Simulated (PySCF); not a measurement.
# C8H6Cl2: the cost of one run

Computed with PySCF 2.14.0 and routines of our own; the level stands in each step. Atoms count from 0.

## 1. The system as given

16 atoms, charge 0, multiplicity 1; geometry from: GFN2-xTB.

## 2. Vibronic structure: TDA HF/def2-SV(P)

The job: settings as JSON, then the geometry in Å.

```
{"job": {"kind": "vib", "xc": "HF", "basis": "def2-SV(P)", "tda": true}, "charge": 0, "multiplicity": 1}
Cl     4.405342     0.241594     0.042713
C      2.751683    -0.182294     0.181049
C      1.748513     0.619932    -0.179612
Cl     2.090620     2.198485    -0.800634
C      0.334045     0.251715    -0.083281
C     -0.635562     1.219361     0.174160
C     -1.969804     0.869655     0.264319
C     -2.358111    -0.448156     0.091937
C     -1.402765    -1.416494    -0.171367
C     -0.067143    -1.073167    -0.259090
H      2.576995    -1.157281     0.605476
H     -0.336912     2.247454     0.309766
H     -2.710049     1.629585     0.466218
H     -3.401021    -0.719831     0.154493
H     -1.701883    -2.443836    -0.317519
H      0.668453    -1.827778    -0.490038
```

Method: TDA HF/def2-SV(P) vertical-gradient vibronic structure (displaced harmonic oscillators, Condon), gas phase.

Run with:

```sh
$ OMP_NUM_THREADS=1 python excited_run.py task.json out
```

One launch serves the whole session: the jobs run in the order shown.

Q: Estimate the wall time and peak memory of this first job on 1 thread of Arm Neoverse V2, shared host.

About 31 s, with a peak of 0.72 GiB.
